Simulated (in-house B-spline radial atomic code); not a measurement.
# P⁴⁺: density, ELF and screening along the radius

Aim: the shell structure of P⁴⁺ in the radial density, the electron localisation function and the screened nuclear charge, under several settings.

Method: several methods, spin-polarised, as named in each step; spherical all-electron atom at the radial basis limit. Code: in-house B-spline radial atomic code version 1.

### 1 The atom as given

* element: phosphorus (Z = 15)
* charge: +4
* electrons: 11
* configuration: [Ne] 3s1
* nucleus: point (non-relativistic runs) or finite (X2C runs)

Outer shells as boxes (Hund's rule):

[Ne] 3s1
```
[Ne] core
3s [↑ ]
```

Where spins are not typed, each open shell is filled with up spins first.

### 2 LDA (VWN5), non-rel.

Input settings:

```ini
Z = 15
electrons = 11.0
configuration = [Ne] 3s1
hamiltonian = nr
method = lda,vwn
spin_polarised = True
```

Started as:

```
$ python run_scf.py task.json out
```

One command runs all members of the session, one after another, from task.json.

### 3 PBE, non-rel.

Input settings:

```ini
Z = 15
electrons = 11.0
configuration = [Ne] 3s1
hamiltonian = nr
method = pbe,pbe
spin_polarised = True
```

### 4 Hartree-Fock, non-rel.

Input settings:

```ini
Z = 15
electrons = 11.0
configuration = [Ne] 3s1
hamiltonian = nr
method = hf
spin_polarised = True
```

### 5 r2SCAN0, non-rel.

Input settings:

```ini
Z = 15
electrons = 11.0
configuration = [Ne] 3s1
hamiltonian = nr
method = r2scan0
spin_polarised = True
```

### 6 B97-1, non-rel.

Input settings:

```ini
Z = 15
electrons = 11.0
configuration = [Ne] 3s1
hamiltonian = nr
method = b97_1
spin_polarised = True
```

Q: How large is the system in each run, where do the shell borders lie, and what is the highest level?

The runs gave:

| run | total energy (hartree) | highest level (eV) | radius holding 50 / 90 / 99 % (bohr) | radius at n = 0.001 (bohr) | ELF minima on the full grid (bohr) |
| --- | --- | --- | --- | --- | --- |
| LDA (VWN5), non-rel. | -335.8890 | -59.509 | 0.417 / 1.04 / 2.30 | 2.75 | 0.19, 1.1 |
| PBE, non-rel. | -337.0071 | -59.402 | 0.416 / 1.04 / 2.31 | 2.75 | 0.19, 1.1 |
| Hartree-Fock, non-rel. | -336.7375 | -64.463 | 0.416 / 1.03 / 2.33 | 2.77 | 0.19, 1.1 |
| r2SCAN0, non-rel. | -337.1478 | -61.011 | 0.416 / 1.03 / 2.31 | 2.76 | 0.19, 1.1 |
| B97-1, non-rel. | -337.1382 | -60.318 | 0.416 / 1.03 / 2.31 | 2.76 | 0.19, 1.1 |

What this shows: In the first run ELF has 2 minima on the grid, which mark the borders between shells. On the record's full grid the screened charge (r times the electrostatic potential) falls from 14.9 near the nucleus to 4.00 at 5.6 bohr; far out it tends to the net charge, 4. The grid is coarse (about 20 % a step), so the places of minima are rough.
